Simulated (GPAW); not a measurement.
# Sn2PdAu (P-3m1) in GPAW: further runs

Aim: see how the results for Sn2PdAu move with the level of theory and the settings. Levels: PBEsol, LDA. Tasks: band structure, equation of state.

All numbers are computed with GPAW 26.7.0; they aren't measurements. Logs are shortened: lines on timing, memory, paths and dates and some standing lists are left out, and cuts for length are marked. The log counts tension as positive stress, the text compression.

## Step 1: The crystal as given

Symmetry: P-3m1, No. 164, trigonal system. The conventional cell has a = 4.163 Å, b = 4.163 Å, c = 5.698 Å, α = 90.00°, β = 90.00°, γ = 120.00°. Around Au (site symmetry -3m) lie 6 Sn at 2.84 Å and 2 Pd at 2.85 Å. Sn (site symmetry 3m) is surrounded by 3 Pd at 2.75 Å and 3 Au at 2.84 Å. Around Pd (site symmetry -3m) lie 6 Sn at 2.75 Å and 2 Au at 2.85 Å.

The cell comes from a database or a generator and needn't be the stable form of this composition.

## Step 2: Band structure, PBEsol

Input file run.py:

```python
from ase import Atoms
from ase.dft.bandgap import bandgap
from ase.io import write
from ase.units import GPa
from gpaw import GPAW, PW, setup_paths

setup_paths.insert(0, '.')

atoms = Atoms(['Au', 'Sn', 'Sn', 'Pd'],
              cell=[[4.1630177513, 0.0, 0.0],
                    [-2.0815088756, 3.605279129, 0.0],
                    [0.0, 0.0, 5.69829688]],
              scaled_positions=[[0.0, 0.0, 0.5],
                                [0.6666666667, 0.3333333333, 0.76453037],
                                [0.3333333333, 0.6666666667, 0.23546963],
                                [0.0, 0.0, 0.0]],
              pbc=True)

calc = GPAW(mode=PW(600),
            xc='PBEsol',
            kpts={'size': (5, 5, 3), 'gamma': True},
            occupations={'name': 'fermi-dirac', 'width': 0.05},
            nbands=46,
            convergence={'density': 1e-05, 'energy': 1e-05},
            maxiter=150,
            txt='gpaw.txt')
atoms.calc = calc
energy = atoms.get_potential_energy()
forces = atoms.get_forces()
stress = atoms.get_stress()
calc.write('gs.gpw')
write('result.traj', atoms)
print(f'Energy: {energy:.6f} eV')
print('Forces (eV/A):')
print(forces.round(4))
print('Stress (GPa):', (stress / GPa).round(3))
print('Fermi level:', round(calc.get_fermi_level(), 4), 'eV')
print(f'Gap: {bandgap(calc)[0]:.4f} eV, direct: {bandgap(calc, direct=True)[0]:.4f} eV')

path = atoms.cell.bandpath('GMKGALHA,LM,KH', npoints=80, eps=1e-4)
bs_calc = calc.fixed_density(kpts=path, symmetry='off', nbands=67,
                             convergence={'bands': 'CBM+6.0', 'eigenstates': 1e-6}, txt='bands.txt')
bs = bs_calc.band_structure()
bs.write('bs.json')
print(f'Gap on the path: {bandgap(bs_calc)[0]:.4f} eV')
```

Potentials or basis: PAW data sets generated in the run's folder for this functional, pw.

Command:

```
gpaw-setup -f PBEsol Au Pd Sn
OMP_NUM_THREADS=1 python run.py
```

gpaw.txt:

```text
__  _  _
 | _ |_)|_||  |
 |__||  | ||/\| - 26.7.0

Input parameters:
  mode=PW(ecut=600.0),
  convergence={'density': 1e-05, 'energy': 1e-05},
  kpts=MonkhorstPack(size=(5, 5, 3), gamma=True),
  maxiter=150,
  nbands=46,
  occupations=Occupations(name='fermi-dirac', width=0.05),
  xc=XC(name='PBEsol')

Diagonalizing LCAO Hamiltonian
Converting LCAO to pw mode

             Sn

       AuSn

       Pd

Atoms  # Å, Bohr magnetons
|   | symbol |         x |        y |        z |    initial magnetic moments |
|---|--------|-----------|----------|----------|-----------------------------|
| 0 |     Au |  0.000000 | 0.000000 | 2.849148 | ( 0.0000,  0.0000,  0.0000) |
| 1 |     Sn |  2.081509 | 1.201760 | 4.356521 | ( 0.0000,  0.0000,  0.0000) |
| 2 |     Sn | -0.000000 | 2.403519 | 1.341776 | ( 0.0000,  0.0000,  0.0000) |
| 3 |     Pd |  0.000000 | 0.000000 | 0.000000 | ( 0.0000,  0.0000,  0.0000) |

Unit cell  # Å
| periodic |         x |        y |        z |  lengths |     angles |
|----------|-----------|----------|----------|----------|------------|
|      yes |  4.163018 | 0.000000 | 0.000000 | 4.163018 |  90.000000 |
|      yes | -2.081509 | 3.605279 | 0.000000 | 4.163018 |  90.000000 |
|      yes |  0.000000 | 0.000000 | 5.698297 | 5.698297 | 120.000000 |

Number of symmetries: 12
Symmetry operations  # r_c * U_cc + t_c -> r_c
|    | kind |            matrix            |
|----|------|------------------------------|
|  0 |  σ   |  1, 1, 0,  0,-1, 0,  0, 0, 1 |
|  1 |  S6  |  1, 1, 0, -1, 0, 0,  0, 0,-1 |
|  2 |  E   |  1, 0, 0,  0, 1, 0,  0, 0, 1 |
|  3 |  C2  |  1, 0, 0, -1,-1, 0,  0, 0,-1 |
|  4 |  C2  |  0, 1, 0,  1, 0, 0,  0, 0,-1 |
|  5 |  C3  |  0, 1, 0, -1,-1, 0,  0, 0, 1 |
|  6 |  S6  |  0,-1, 0,  1, 1, 0,  0, 0,-1 |
|  7 |  σ   |  0,-1, 0, -1, 0, 0,  0, 0, 1 |
|  8 |  σ   | -1, 0, 0,  1, 1, 0,  0, 0, 1 |
|  9 |  i   | -1, 0, 0,  0,-1, 0,  0, 0,-1 |
| 10 |  C3  | -1,-1, 0,  1, 0, 0,  0, 0, 1 |
| 11 |  C2  | -1,-1, 0,  0, 1, 0,  0, 0,-1 |

BZ-sampling:
  Number of BZ points: 75
  Number of IBZ points: 12

  Monkhorst-Pack size: [5, 5, 3]
  Monkhorst-Pack shift: [0, 0, 0]

K-points  # in reciprocal-cell coordinates
|     |                                coordinates |     weight |
|-----|--------------------------------------------|------------|
|   0 | (  0.00000000,   0.00000000,   0.00000000) | 0.01333333 |
|   1 | (  0.00000000,   0.00000000,   0.33333333) | 0.02666667 |
|   2 | (  0.20000000,   0.00000000,  -0.33333333) | 0.08000000 |
|   3 | (  0.20000000,   0.00000000,   0.00000000) | 0.08000000 |
|   4 | (  0.20000000,   0.00000000,   0.33333333) | 0.08000000 |
|   5 | (  0.40000000,  -0.20000000,   0.00000000) | 0.08000000 |
|   6 | (  0.40000000,  -0.20000000,   0.33333333) | 0.16000000 |
|   7 | (  0.40000000,   0.00000000,  -0.33333333) | 0.08000000 |
|   8 | (  0.40000000,   0.00000000,   0.00000000) | 0.08000000 |
|   9 | (  0.40000000,   0.00000000,   0.33333333) | 0.08000000 |
| ... |                                            |            |
|  11 | (  0.40000000,   0.40000000,   0.33333333) | 0.16000000 |

Plane wave coefficients: 2867
Cutoff: 600.0 eV

Spin-components: 1 (collinear spins)
Bands:           46
Projectors:      24
Spin-degeneracy: 2
Datatype:        complex128

Parallelization:
  kpt:    1
  domain: 1
  band:   1

Density:
  Valence electrons: 55.0
  Components: 1
  Grid points: [24 24 35]
  Charge: 0.0  # |e|

Potential:
  Grid points: [24 24 35]

species:
  Au:
    name:    Gold
    Z:       79.0
    valence: 11
    core:    68
    charge:  0.0  # [|e|]
    compensation charges:
      type: gauss
      rc: 0.42  # [Å]
      lmax: 2
    cutoffs:
      filter: 2.33  # [Å]
      core: 2.81  # [Å]
    projectors
    | kind |    occ | energy [eV] | rcut [Å] |
    |------|--------|-------------|----------|
    |   6s |  1.000 |      -5.766 |    1.323 |
    |   6p |  0.000 |      -0.708 |    1.323 |
    |   5d | 10.000 |      -6.915 |    1.323 |
    |    s |        |      21.446 |    1.323 |
    |    p |        |      26.504 |    1.323 |
    |    d |        |      20.296 |    1.323 |

    Using partial waves for Au as LCAO basis

  Sn:
    name:    Tin
    Z:       50.0
    valence: 14
    core:    36
    charge:  0.0  # [|e|]
    compensation charges:
      type: gauss
      rc: 0.38  # [Å]
      lmax: 2
    cutoffs:
      filter: 2.23  # [Å]
      core: 2.35  # [Å]
    projectors
    | kind |    occ | energy [eV] | rcut [Å] |
    |------|--------|-------------|----------|
    |   5s |  2.000 |     -10.584 |    1.201 |
    |   5p |  2.000 |      -3.711 |    1.270 |
    |   4d | 10.000 |     -25.798 |    1.185 |
    |    s |        |      16.628 |    1.201 |
    |    p |        |      23.501 |    1.270 |
    |    d |        |       1.413 |    1.185 |

    Using partial waves for Sn as LCAO basis

  Pd:
    name:    Palladium
    Z:       46.0
    valence: 16
    core:    30
    charge:  0.0  # [|e|]
    compensation charges:
      type: gauss
      rc: 0.38  # [Å]
      lmax: 2
    cutoffs:
      filter: 2.38  # [Å]
      core: 2.28  # [Å]
    projectors
    | kind |    occ | energy [eV] | rcut [Å] |
    |------|--------|-------------|----------|
    |   5s |  0.000 |      -3.290 |    1.228 |
    |   4p |  6.000 |     -51.151 |    1.360 |
    |   5p |  0.000 |      -0.235 |    1.360 |
    |   4d | 10.000 |      -4.049 |    1.228 |
    |    s |        |      23.922 |    1.228 |
    |    d |        |      23.162 |    1.228 |

    Using partial waves for Pd as LCAO basis

Reference energy: -989488.062599  # eV

eigensolver:
  PPCG
  Converge bands: occupied
  niter=2

density mixing:
  MSR1-Mixer
  Pratt-step length: 0.05
  Maximum mixing coefficient: 0.75
  Old densities: 10
  SVD Regularization: 0.005
  Good broyden scale: 1.0
  Trust region scale: 1.0
  Backstep threshold: 4.0
  History deletion threshold: 6.0
  Fourier metric: weight=20.0, sigma=0.015

occupation numbers:
  Fermi-Dirac:
    width: 0.0500  # eV

poisson solver:
  ecut: 4800.0  # eV

xc functional:
  name: PBEsol with 2 nearest neighbor stencil

convergence criteria:
- Maximum integral of absolute [dens]ity change: 1e-05 electrons / valence electron
- Maximum [total energy] change in last 3 cyles: 1e-05 eV / valence electron
- Maximum integral of absolute [eigenst]ate change: 4e-08 eV^2 / valence electron
maximum number of iterations: 150

SCF iterations
|iter     | |      energy | eigst |  dens |
|---------|-|-------------|-------|-------|
|iter:   1| |  -21.874097 | +0.42 |       |
|iter:   2| |  -20.714827 | -1.40 | -1.07 |
|iter:   3| |  -19.018586 | -1.12 | -1.14 |
|iter:   4| |  -18.900716 | -2.54 | -1.69 |
|iter:   5| |  -18.871636 | -3.16 | -1.94 |
|iter:   6| |  -18.863857 | -3.46 | -2.15 |
|iter:   7| |  -18.863600 | -4.57 | -2.91 |
|iter:   8| |  -18.863596c| -5.53 | -3.40 |
|iter:   9| |  -18.863599c| -6.43 | -4.05 |
|iter:  10| |  -18.863600c| -7.51c| -4.64 |
|iter:  11| |  -18.863600c| -7.64c| -4.98 |
|iter:  12| |  -18.863600c| -8.08c| -5.38c|

Converged in 12 steps
Energy contributions relative to reference atoms: (reference = -989488.062599)

Energy contributions:
  Kinetic:         -11.909577
  Coulomb:           5.540528
  Zero:             -0.038796
  External:          0.000000
  Xc:              -12.450519
  Entropy:          -0.010472
  Spinorbit:         0.000000
  ----------------------------
  Free energy:     -18.868836
  Extrapolated:    -18.863600

dipole moment: (-13.421970, -23.247534, -16.934286)  # |e|*Ang

Fermi level: 8.199
Eigenvalues  # (at kpt = [0.000, 0.000, 0.000])
| band index |      eig [eV] | occ [0-2] |
|------------|---------------|-----------|
|          0 |       -42.390 |     2.000 |
|        ... |               |           |
|         18 |         2.713 |     2.000 |
|         19 |         3.270 |     2.000 |
|         20 |         3.270 |     2.000 |
|         21 |         4.557 |     2.000 |
|         22 |         4.557 |     2.000 |
|         23 |         5.416 |     2.000 |
[... 8 lines left out ...]
|         32 |        13.331 |     0.000 |
|         33 |        14.701 |     0.000 |
|        ... |               |           |
|         45 |        21.772 |     0.000 |

No gap
No difference between direct/indirect transitions

Forces  # eV/Ang
|        x |        y |        z |
|----------|----------|----------|
| -0.00000 |  0.00000 |  0.00000 |  # Au   0
| -0.00000 | -0.00000 |  0.01853 |  # Sn   1
|  0.00000 |  0.00000 | -0.01853 |  # Sn   2
| -0.00000 | -0.00000 |  0.00000 |  # Pd   3

Stress tensor  # eV/Ang^3
|         x |         y |         z |
|-----------|-----------|-----------|
|  0.012169 | -0.000000 |  0.000000 |
| -0.000000 |  0.012169 | -0.000000 |
|  0.000000 | -0.000000 |  0.019157 |

# Writing to gs.gpw (mode='')
```

stdout:

```text
Energy: -18.863600 eV
Forces (eV/A):
[[-0.      0.      0.    ]
 [-0.     -0.      0.0185]
 [ 0.      0.     -0.0185]
 [-0.     -0.      0.    ]]
Stress (GPa): [ 1.95   1.95   3.069 -0.     0.    -0.   ]
Fermi level: 8.1992 eV
Gap: 0.0000 eV, direct: 0.0000 eV
Gap on the path: 0.0000 eV
```

Run time: 4.2 min. Hardware: 1 thread of Arm Neoverse V2, shared host; peak memory 0.56 GiB.

Results:

```
Free energy             : -18.8688 eV
Pressure                : -2.3 GPa
Largest force           : 0.019 eV/Å
Band gap along the path : none (metal or under the smearing width)
```

Forces on the atoms (eV/Å):
```
Au   0.000  0.000  0.000
Sn   0.000  0.000  0.019
Sn   0.000  0.000 -0.019
Pd   0.000  0.000  0.000
```

Levels at the corners of the path, in eV from the Fermi level:
| point | band 23 | band 24 | band 25 | band 26 | band 27 | band 28 | band 29 | band 30 | band 31 | band 32 |
| --- | --- | --- | --- | --- | --- | --- | --- | --- | --- | --- |
| Γ | -3.64 | -2.78 | -2.78 | -0.52 | 1.72 | 1.72 | 3.70 | 4.10 | 4.10 | 4.54 |
| M | -3.07 | -2.78 | -2.59 | -2.16 | -1.80 | -1.31 | -0.19 | 1.28 | 4.45 | 5.24 |
| K | -3.21 | -2.89 | -2.89 | -2.70 | -1.15 | 0.08 | 0.08 | 1.38 | 1.38 | 2.25 |
| Γ | -3.64 | -2.78 | -2.78 | -0.52 | 1.72 | 1.72 | 3.70 | 4.10 | 4.10 | 4.54 |
| A | -3.88 | -3.18 | -3.18 | 0.26 | 0.85 | 3.28 | 3.28 | 3.30 | 3.30 | 5.77 |
| L | -3.90 | -3.68 | -2.97 | -2.80 | -2.49 | 0.93 | 1.31 | 2.30 | 2.83 | 4.57 |
| H | -3.79 | -3.79 | -3.00 | -2.29 | -2.29 | -1.64 | -1.64 | 5.09 | 5.09 | 6.25 |
| A | -3.88 | -3.18 | -3.18 | 0.26 | 0.85 | 3.28 | 3.28 | 3.30 | 3.30 | 5.77 |
| L | -3.90 | -3.68 | -2.97 | -2.80 | -2.49 | 0.93 | 1.31 | 2.30 | 2.83 | 4.57 |
| M | -3.07 | -2.78 | -2.59 | -2.16 | -1.80 | -1.31 | -0.19 | 1.28 | 4.45 | 5.24 |
| K | -3.21 | -2.89 | -2.89 | -2.70 | -1.15 | 0.08 | 0.08 | 1.38 | 1.38 | 2.25 |
| H | -3.79 | -3.79 | -3.00 | -2.29 | -2.29 | -1.64 | -1.64 | 5.09 | 5.09 | 6.25 |

Caveat: the k mesh is coarse (spacing up to 0.37 Å⁻¹), so the values aren't converged; with this Au data set, volumes or pressures lay over 1.5 % or 2 GPa off other programs in two to four cells of ten; spin-orbit coupling is left out, which moves the levels of the heavy elements.

## Step 3: Band structure, LDA

run.py: that of step 2 with these lines changed.

```diff
@@ -4,5 +4,3 @@
 from ase.units import GPa
-from gpaw import GPAW, PW, setup_paths
-
-setup_paths.insert(0, '.')
+from gpaw import GPAW, PW
 
@@ -19,3 +17,3 @@
 calc = GPAW(mode=PW(600),
-            xc='PBEsol',
+            xc='LDA',
             kpts={'size': (5, 5, 3), 'gamma': True},
```

Potentials or basis: the program's PAW data sets (release 1.2.1) made for this functional, pw.

Command:

```
OMP_NUM_THREADS=1 python run.py
```

Run time: 4 min. Hardware: 1 thread of Arm Neoverse V2, shared host; peak memory 0.55 GiB.

The run converged. Its results:

```yaml
Free_energy: -20.5517 eV
Pressure: -5.2 GPa
Largest_force: 0.036 eV/Å
Band_gap_along_the_path: none (metal or under the smearing width)
```

Forces on the atoms (eV/Å):
```
Au   0.000  0.000  0.000
Sn   0.000  0.000  0.036
Sn   0.000  0.000 -0.036
Pd   0.000  0.000  0.000
```

Stress tensor (GPa, compression positive):
```
-4.79  0.00  0.00
 0.00 -4.79  0.00
 0.00  0.00 -5.93
```

Levels at the corners of the path, in eV from the Fermi level:
| point | band 25 | band 26 | band 27 | band 28 | band 29 | band 30 |
| --- | --- | --- | --- | --- | --- | --- |
| Γ | -2.77 | -0.51 | 1.71 | 1.71 | 3.71 | 4.09 |
| M | -2.58 | -2.15 | -1.78 | -1.30 | -0.25 | 1.28 |
| K | -2.88 | -2.70 | -1.14 | 0.11 | 0.11 | 1.37 |
| Γ | -2.77 | -0.51 | 1.71 | 1.71 | 3.71 | 4.09 |
| A | -3.16 | 0.17 | 0.81 | 3.27 | 3.27 | 3.27 |
| L | -2.96 | -2.80 | -2.48 | 0.94 | 1.32 | 2.26 |
| H | -3.00 | -2.30 | -2.30 | -1.62 | -1.62 | 5.06 |
| A | -3.16 | 0.17 | 0.81 | 3.27 | 3.27 | 3.27 |
| L | -2.96 | -2.80 | -2.48 | 0.94 | 1.32 | 2.26 |
| M | -2.58 | -2.15 | -1.78 | -1.30 | -0.25 | 1.28 |
| K | -2.88 | -2.70 | -1.14 | 0.11 | 0.11 | 1.37 |
| H | -3.00 | -2.30 | -2.30 | -1.62 | -1.62 | 5.06 |

Caveat: the k mesh is coarse (spacing up to 0.37 Å⁻¹), so the values aren't converged; with this Au data set, volumes or pressures lay over 1.5 % or 2 GPa off other programs in two to four cells of ten; spin-orbit coupling is left out, which moves the levels of the heavy elements.

## Step 4: Equation of state, LDA

Input file run.py:

```python
from ase import Atoms
from ase.eos import EquationOfState
from ase.io import Trajectory
from ase.units import GPa
from gpaw import GPAW, PW

atoms = Atoms(['Au', 'Sn', 'Sn', 'Pd'],
              cell=[[4.1630177513, 0.0, 0.0],
                    [-2.0815088756, 3.605279129, 0.0],
                    [0.0, 0.0, 5.69829688]],
              scaled_positions=[[0.0, 0.0, 0.5],
                                [0.6666666667, 0.3333333333, 0.76453037],
                                [0.3333333333, 0.6666666667, 0.23546963],
                                [0.0, 0.0, 0.0]],
              pbc=True)

traj = Trajectory('eos.traj', 'w')
volumes, energies = [], []
for x in [0.94, 0.96, 0.98, 1.0, 1.02, 1.04, 1.06]:
    a = atoms.copy()
    a.set_cell(atoms.cell * x**(1 / 3), scale_atoms=True)
    calc = GPAW(mode=PW(600),
                xc='LDA',
                kpts={'size': (5, 5, 3), 'gamma': True},
                occupations={'name': 'fermi-dirac', 'width': 0.05},
                nbands=46,
                convergence={'density': 1e-05, 'energy': 1e-05},
                maxiter=150,
                txt=f'eos-{x:.2f}.txt')
    a.calc = calc
    energies.append(a.get_potential_energy(force_consistent=True))
    volumes.append(a.get_volume())
    p = -a.get_stress()[:3].mean() / GPa
    calc.write(f'eos-{x:.2f}.gpw')
    traj.write(a)
    print(f'{x:.2f} {volumes[-1]:10.4f} A^3 {energies[-1]:14.6f} eV {p:9.3f} GPa', flush=True)

v0, e0, B = EquationOfState(volumes, energies, eos='birchmurnaghan').fit()
print(f'V0 = {v0:.4f} A^3, E0 = {e0:.6f} eV, B0 = {B / GPa:.2f} GPa')
```

Command:

```
OMP_NUM_THREADS=1 python run.py
```

It took 3.7 min on 1 thread of Arm Neoverse V2, shared host; peak memory 0.34 GiB.

It converged, with:

| Item | Value |
| --- | --- |
| Equilibrium volume | 20.36 Å³/atom |
| Bulk modulus at fixed shape and positions | 122 GPa |
| Pressure derivative of the bulk modulus | 6.2 |

Energy against volume, from the lowest point:
```tsv
volume (Å³/atom)	energy (meV/atom)
20.098	0.78
20.526	0.00
20.954	5.64
21.381	16.85
21.809	32.84
22.236	52.91
22.664	76.39
```

Caveat: the k mesh is coarse (spacing up to 0.37 Å⁻¹), so the values aren't converged; with this Au data set, volumes or pressures lay over 1.5 % or 2 GPa off other programs in two to four cells of ten; the cell was scaled at fixed shape and fractional positions, which overstates the stiffness of a crystal with free parameters, most of all of layers and chains. The run has no spin-orbit coupling, so splittings on Au are missing.

## Step 5: The reference run

An earlier run on the cell as given: functional PBEsol; potentials or basis PAW data sets generated in the run's folder for this functional; cutoff 600 eV; basis pw; k mesh 7 × 7 × 5; occupations fermi-dirac, width 0.05 eV; no spin polarisation.

- Pressure: -2.3 GPa
- Largest force: 0.035 eV/Å
- Band gap on the k mesh: none (metal or under the smearing width)

## Step 6: The runs side by side

```csv
task,level,potentials or basis,k mesh,band path,band points,mesh quality,pressure (GPa),largest force (eV/Å)
band structure,PBEsol,"PAW data sets generated in the run's folder for this functional, pw",5 × 5 × 3,"GMKGALHA,LM,KH",80,coarse,-2.3,0.02
band structure,LDA,"the program's PAW data sets (release 1.2.1) made for this functional, pw",5 × 5 × 3,"GMKGALHA,LM,KH",80,coarse,-5.2,0.04
equation of state,LDA,"the program's PAW data sets (release 1.2.1) made for this functional, pw",5 × 5 × 3,-,-,coarse,-,-
single point,PBEsol,"PAW data sets generated in the run's folder for this functional, pw",7 × 7 × 5,-,-,not flagged,-2.3,0.03
```

Alike in all rows: no spin polarisation; cell as given; cutoff (eV) 600; smearing fermi-dirac 0.05 eV.

Caveats: some runs use coarse meshes; with this Au data set, volumes or pressures lay over 1.5 % or 2 GPa off other programs in two to four cells of ten; spin-orbit coupling is left out, which moves the levels of the heavy elements (some runs); the cell was scaled at fixed shape and fractional positions, which overstates the stiffness of a crystal with free parameters, most of all of layers and chains (some runs).

Total energies depend on the potentials used, so only differences within one code and one set of settings carry meaning.
